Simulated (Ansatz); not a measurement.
# CH6BIn: one structure at several levels

The task here is to estimate one member of a computed series from the others.

Computed with Ansatz 0.2.0, Gaussian basis. Level: single points in def2-TZVPP.

Cores are frozen in the correlated methods. Filled d shells of the heavier atoms are correlated. Core potentials replace the inner electrons past krypton, and spin-orbit coupling is left out.

### Starting geometry

SMILES `[BH2][InH][CH3]`, 9 atoms, charge 0, spin multiplicity 1.

Atoms are counted from 1 here; the program's logs count them from 0.

Bond lengths: B1–In2 2.371 Å, B1–H4 1.203 Å, B1–H5 1.146 Å, In2–C3 2.276 Å, In2–H6 1.845 Å, C3–H7 1.166 Å, C3–H8 1.132 Å, C3–H9 1.104 Å. Angles: In2–B1–H4 118.6°, In2–B1–H5 122.2°, H4–B1–H5 119.2°, B1–In2–C3 125.8°, B1–In2–H6 121.2°, C3–In2–H6 113.0°, In2–C3–H7 111.0°, In2–C3–H8 110.5°, In2–C3–H9 112.3°, H7–C3–H8 106.8°, H7–C3–H9 107.0°, H8–C3–H9 109.0°.

Coordinates:

```
B    -2.0668    0.5056   -1.0250
In   -0.3385    0.3665    0.5915
C     1.6907   -0.6197    0.2907
H    -2.8249   -0.4221   -1.1382
H    -2.1840    1.4118   -1.7174
H    -0.5374    1.1077    2.2689
H     2.5534    0.0876    0.6290
H     1.8626   -0.8447   -0.8049
H     1.7932   -1.5541    0.8696
```

The first run:

The input, run/in.yaml:

```yaml
crystal:
  periodic: [false, false, false]
  atoms:
    - {symbol: B, position_ang: [-2.066800, 0.505600, -1.025000]}
    - {symbol: In, position_ang: [-0.338500, 0.366500, 0.591500]}
    - {symbol: C, position_ang: [1.690700, -0.619700, 0.290700]}
    - {symbol: H, position_ang: [-2.824900, -0.422100, -1.138200]}
    - {symbol: H, position_ang: [-2.184000, 1.411800, -1.717400]}
    - {symbol: H, position_ang: [-0.537400, 1.107700, 2.268900]}
    - {symbol: H, position_ang: [2.553400, 0.087600, 0.629000]}
    - {symbol: H, position_ang: [1.862600, -0.844700, -0.804900]}
    - {symbol: H, position_ang: [1.793200, -1.554100, 0.869600]}
basis:
  gaussian: {orbitals: def2-TZVPP}
correlation: {method: ccsd_t}
output: {forces: true}
```

No record of the launch command was kept for these runs.

Steps of the session up to this table: CCSD(T)/def2-TZVPP; PBE0-D4/def2-TZVPP; wB97M-V/def2-TZVPP; r2SCAN-D4/def2-TZVPP; PBE-D4/def2-TZVPP; BHLYP-D4/def2-TZVPP; CAM-B3LYP-D4/def2-TZVPP.

One of the session's tables, all rows but one given; the rest of the session is left out.

```
      method  RMS force component (eV/Å)  angle to CCSD(T) forces (°)  dipole (D)
     CCSD(T)                       0.738                    reference        0.97
     PBE0-D4                           ?                            ?           ?
     wB97M-V                       0.741                          4.2        1.05
   r2SCAN-D4                       0.735                          3.4        0.96
      PBE-D4                       0.702                          8.8        0.87
    BHLYP-D4                       0.775                         11.0        1.10
CAM-B3LYP-D4                       0.745                          4.0        1.05
```

**Question.** Estimate the row for PBE0-D4.

As computed: RMS force component (eV/Å): 0.745; angle to CCSD(T) forces (°): 2.1; dipole (D): 0.99.
